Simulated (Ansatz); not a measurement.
# CH₇NO₂Si: a ladder of functionals and wavefunction methods

The task here is to estimate one member of a computed series from the others.

Method: functionals in def2-TZVPP, the program's frozen cores in correlated methods; program: Ansatz 0.2.0, Gaussian basis.

Levels to be run: PBE-D4, r2SCAN-D4, PBE0-D4, B3LYP-D4, ωB97X-V, ωB97M-V, B2PLYP; CCSD(T)/def2-TZVPP; MP2/def2-QZVPP; extrapolation to the limit.

### The geometry

An earlier PBE0-D4 in a triple-zeta def2 set relaxation fixed the geometry.

SMILES `NC[SiH](O)O`, 12 atoms, charge 0, spin multiplicity 1.

Atoms are counted from 1 here; the program's logs count them from 0.

Bond lengths: N1–C2 1.469 Å, N1–H6 1.013 Å, N1–H7 1.012 Å, C2–Si3 1.884 Å, C2–H8 1.099 Å, C2–H9 1.096 Å, Si3–O4 1.639 Å, Si3–O5 1.642 Å, Si3–H10 1.483 Å, O4–H11 0.959 Å, O5–H12 0.968 Å. Angles: C2–N1–H6 110.7°, C2–N1–H7 111.4°, H6–N1–H7 106.5°, N1–C2–Si3 108.2°, N1–C2–H8 114.7°, N1–C2–H9 108.0°, Si3–C2–H8 112.9°, Si3–C2–H9 106.3°, H8–C2–H9 106.3°, C2–Si3–O4 113.4°, C2–Si3–O5 104.1°, C2–Si3–H10 112.0°, O4–Si3–O5 111.3°, O4–Si3–H10 104.2°, O5–Si3–H10 112.1°, Si3–O4–H11 117.2°, Si3–O5–H12 109.5°.

The first run:

Input file in.yaml:

```yaml
crystal:
  periodic: [false, false, false]
  atoms:
    - {symbol: N, position_ang: [-0.529812, 1.542507, -0.455245]}
    - {symbol: C, position_ang: [-0.874499, 0.246681, 0.145233]}
    - {symbol: Si, position_ang: [0.724244, -0.698550, 0.463949]}
    - {symbol: O, position_ang: [0.510833, -2.318697, 0.583867]}
    - {symbol: O, position_ang: [1.676656, -0.315881, -0.817568]}
    - {symbol: H, position_ang: [-0.122185, 2.160137, 0.236459]}
    - {symbol: H, position_ang: [-1.351516, 2.013279, -0.812948]}
    - {symbol: H, position_ang: [-1.518784, 0.308679, 1.033279]}
    - {symbol: H, position_ang: [-1.431839, -0.333672, -0.599302]}
    - {symbol: H, position_ang: [1.347772, -0.318191, 1.755100]}
    - {symbol: H, position_ang: [0.334052, -2.798244, -0.227068]}
    - {symbol: H, position_ang: [1.312075, 0.456949, -1.271753]}
basis:
  gaussian: {orbitals: def2-TZVPP}
hamiltonian: {xc: pbe, dispersion: d4}
output: {forces: true, orbitals: {seedname: orbitals}}
```

Run with:

```bash
ansatz run in.yaml --threads 4 --pin off --events-out ev --progress --plain --max-ram 10444MiB
```

Steps of the session up to this table: PBE-D4 (GGA); r2SCAN-D4 (meta-GGA); PBE0-D4 (hybrid); B3LYP-D4 (hybrid); ωB97X-V (range-separated); ωB97M-V (range-separated); B2PLYP (double hybrid); CCSD(T) in def2-TZVPP; MP2 in def2-QZVPP.

One of the session's tables, all rows but one given; the rest of the session is left out.

| method | atomisation energy (kJ/mol) |
| --- | --- |
| PBE-D4 | 4557.8 |
| r2SCAN-D4 | 4482.8 |
| PBE0-D4 | 4462.7 |
| B3LYP-D4 | 4486.8 |
| ωB97X-V | 4505.8 |
| ωB97M-V | 4511.8 |
| B2PLYP | 4443.0 |
| HF/def2-TZVPP | 3152.6 |
| MP2/def2-TZVPP | 4451.3 |
| CCSD/def2-TZVPP | 4305.8 |
| CCSD(T)/def2-TZVPP | 4371.3 |
| MP2/CBS | 4590.0 |
| CCSD(T)/CBS | ? |

Estimate the missing values for CCSD(T)/CBS.

As computed: atomisation energy (kJ/mol): 4510.0. In the column «atomisation energy (kJ/mol)» it lies between ωB97X-V (4505.8) and ωB97M-V (4511.8).

Limits of these values: Free atoms (1 N, 1 C, 1 Si, 2 O, 7 H) were run apart at each level; the atomisation energy is their sum less the molecule, without zero-point or spin-orbit terms.
